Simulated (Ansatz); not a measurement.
# CH5AlSe: vertical ionisation energy

An exercise on one series of results from a longer session: the logs are not shown, and one member is left open.

The runs use Ansatz 0.2.0, Gaussian basis; unrestricted cation, the program's frozen cores in correlated methods.

Plan: UKS PBE-D4/def2-TZVPP; UKS r2SCAN-D4/def2-TZVPP; UKS PBE0-D4/def2-TZVPP; UKS B3LYP-D4/def2-TZVPP; UKS wB97X-V/def2-TZVPP; UKS wB97M-V/def2-TZVPP; UKS B2PLYP/def2-TZVPP; UHF-CCSD(T)/def2-TZVPP; UHF-MP2/def2-QZVPP; extrapolation to the limit; then −ε(HOMO) from the neutral's earlier runs with LDA (SPW92), PBE-D4, revPBE-D4, BLYP-D4, r2SCAN-D4, B97M-V, PBE0-D4, B3LYP-D4, r2SCANh-D4, r2SCAN0-D4, HSE06-D4, BHLYP-D4, CAM-B3LYP-D4, LC-ωPBE, ωB97X-V, ωB97M-V.

### The geometry

An earlier PBE0-D4 in a triple-zeta def2 set relaxation fixed the geometry.

SMILES `C[Se][AlH2]`, 8 atoms, charge 0, spin multiplicity 1.

Atoms are counted from 1 here; the program's logs count them from 0.

Bond lengths: C1–Se2 1.964 Å, C1–H4 1.088 Å, C1–H5 1.088 Å, C1–H6 1.088 Å, Se2–Al3 2.299 Å, Al3–H7 1.585 Å, Al3–H8 1.581 Å. Angles: Se2–C1–H4 108.2°, Se2–C1–H5 108.2°, Se2–C1–H6 110.5°, H4–C1–H5 110.0°, H4–C1–H6 109.9°, H5–C1–H6 109.9°, C1–Se2–Al3 99.2°, Se2–Al3–H7 117.3°, Se2–Al3–H8 118.0°, H7–Al3–H8 124.7°.

Set-up of the first run:

Contents of in.yaml:

```yaml
crystal:
  periodic: [false, false, false]
  atoms:
    - {symbol: C, position_ang: [-0.473501, 1.175824, -0.682168]}
    - {symbol: Se, position_ang: [-0.596310, 0.486906, 1.152948]}
    - {symbol: Al, position_ang: [0.590116, -1.465565, 0.893728]}
    - {symbol: H, position_ang: [0.013851, 2.147657, -0.647676]}
    - {symbol: H, position_ang: [-1.482705, 1.278934, -1.074606]}
    - {symbol: H, position_ang: [0.100202, 0.495145, -1.307894]}
    - {symbol: H, position_ang: [1.174370, -1.776077, -0.546664]}
    - {symbol: H, position_ang: [0.766076, -2.399824, 2.156732]}
basis:
  gaussian: {orbitals: def2-TZVPP}
total_charge: 1
magnetization: {spin_polarized: true, initial_magnetization: 1}
hamiltonian: {xc: pbe, dispersion: d4}
```

The run is started by

```bash
> ansatz run in.yaml --threads 2 --pin off --events-out ev --progress --plain --max-ram 20480MiB --backend cpu
```

Among the steps run: Cation, UKS PBE-D4/def2-TZVPP; Cation, UKS r2SCAN-D4/def2-TZVPP; Cation, UKS PBE0-D4/def2-TZVPP; Cation, UKS B3LYP-D4/def2-TZVPP; Cation, UKS wB97X-V/def2-TZVPP; Cation, UKS wB97M-V/def2-TZVPP; Cation, UKS B2PLYP (frozen core)/def2-TZVPP; Cation, UHF-CCSD(T)/def2-TZVPP; Cation, UHF-MP2/def2-QZVPP.

One of the session's tables, all rows but one given; the rest of the session is left out.

For comparison, −ε(HOMO) of the neutral from earlier runs:

| functional | −ε(HOMO) (eV) |
| --- | --- |
| LDA (SPW92) | 6.01 |
| PBE-D4 | 5.87 |
| revPBE-D4 | 5.82 |
| BLYP-D4 | ? |
| r2SCAN-D4 | 6.11 |
| B97M-V | 6.18 |
| PBE0-D4 | 6.92 |
| B3LYP-D4 | 6.69 |
| r2SCANh-D4 | 6.50 |
| r2SCAN0-D4 | 7.08 |
| HSE06-D4 | 6.53 |
| BHLYP-D4 | 7.82 |
| CAM-B3LYP-D4 | 8.15 |
| LC-ωPBE | 9.48 |
| ωB97X-V | 9.15 |
| ωB97M-V | 9.03 |

**Question.** Estimate the row for BLYP-D4.

Worked estimate for «−ε(HOMO) (eV)». Against the share of exact exchange, B3LYP-D4 (0.2, 6.69), BHLYP-D4 (0.5, 7.82) give a slope of 3.77 per unit share; at 0 the line stands at 5.94.

The run gave: −ε(HOMO) (eV): 5.70. In «−ε(HOMO) (eV)» the line misses by +0.24.

Caveats from the session: The cation may have settled in a state other than its lowest; no search over hole states beyond the program's own was made.
